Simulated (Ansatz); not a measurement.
# Si16B: the cost of one run

Program: Ansatz 0.2.0. Level of theory: DFT PBEsol, plane waves, PAW, scalar-relativistic, collinear spin. These are calculated values, not measurements.

### Step 1. The structure to begin with

The cell holds 17 atoms (BSi16): a = 7.679 Å, b = 7.679 Å, c = 7.679 Å, α = 60.00°, β = 60.00°, γ = 60.00°.

As a file:

```cif
data_structure
_symmetry_space_group_name_H-M 'P 1'
_symmetry_Int_Tables_number 1
_cell_length_a 7.6792
_cell_length_b 7.6792
_cell_length_c 7.6792
_cell_angle_alpha 60.000
_cell_angle_beta 60.000
_cell_angle_gamma 60.000
_cell_volume 320.21
loop_
_atom_site_label
_atom_site_type_symbol
_atom_site_fract_x
_atom_site_fract_y
_atom_site_fract_z
_atom_site_occupancy
Si1 Si 0.00000 0.00000 0.00000 1
Si2 Si 0.12500 0.12500 0.12500 1
Si3 Si 0.00000 0.00000 0.50000 1
Si4 Si 0.12500 0.12500 0.62500 1
Si5 Si 0.00000 0.50000 0.00000 1
Si6 Si 0.12500 0.62500 0.12500 1
Si7 Si 0.00000 0.50000 0.50000 1
Si8 Si 0.12500 0.62500 0.62500 1
Si9 Si 0.50000 0.00000 0.00000 1
Si10 Si 0.62500 0.12500 0.12500 1
Si11 Si 0.50000 0.00000 0.50000 1
Si12 Si 0.62500 0.12500 0.62500 1
Si13 Si 0.50000 0.50000 0.00000 1
Si14 Si 0.62500 0.62500 0.12500 1
Si15 Si 0.50000 0.50000 0.50000 1
Si16 Si 0.62500 0.62500 0.62500 1
B1 B 0.24624 0.24764 0.75842 1
```

### Step 2. Relaxing the start

Contents of input.yaml:

```yaml
crystal:
  lattice:
    - [0.0, 5.43, 5.43]
    - [5.43, 0.0, 5.43]
    - [5.43, 5.43, 0.0]
  atoms:
    - { symbol: Si, position: [0.0, 0.0, 0.0] }
    - { symbol: Si, position: [0.125, 0.125, 0.125] }
    - { symbol: Si, position: [0.0, 0.0, 0.5] }
    - { symbol: Si, position: [0.125, 0.125, 0.625] }
    - { symbol: Si, position: [0.0, 0.5, 0.0] }
    - { symbol: Si, position: [0.125, 0.625, 0.125] }
    - { symbol: Si, position: [0.0, 0.5, 0.5] }
    - { symbol: Si, position: [0.125, 0.625, 0.625] }
    - { symbol: Si, position: [0.5, 0.0, 0.0] }
    - { symbol: Si, position: [0.625, 0.125, 0.125] }
    - { symbol: Si, position: [0.5, 0.0, 0.5] }
    - { symbol: Si, position: [0.625, 0.125, 0.625] }
    - { symbol: Si, position: [0.5, 0.5, 0.0] }
    - { symbol: Si, position: [0.625, 0.625, 0.125] }
    - { symbol: Si, position: [0.5, 0.5, 0.5] }
    - { symbol: Si, position: [0.625, 0.625, 0.625] }
    - { symbol: B, position: [0.2462429, 0.2476351, 0.7584224], spin: 1.0 }
magnetization:
  spin_polarized: true
basis:
  ecutwfc: 420.0
kpoints:
  mp_grid: { grid: [2, 2, 2] }
hamiltonian:
  xc: pbesol
  pseudopotentials: { kind: paw, azcp: { folder: soft_1 } }
scf:
  occupations: { method: fermi_dirac, width: 0.05 }
  lower_state_search: "off"
relax:
  f_tol: 0.08
  max_steps: 25
  adjacent_minimum: "off"
output:
  write_density: true
  write_potential: true
  elf: true
  volumetric_format: npy
```

Run with:

```bash
$ ansatz run input.yaml --threads 1 --pin off --max-ram 3072MiB --backend cpu --events-out ev --progress --plain --runs-dir out
```

What time and memory should one allow on 1 thread of AMD EPYC 9R45 (Zen 5), shared host?

About 79 s, with a peak of 0.73 GiB.
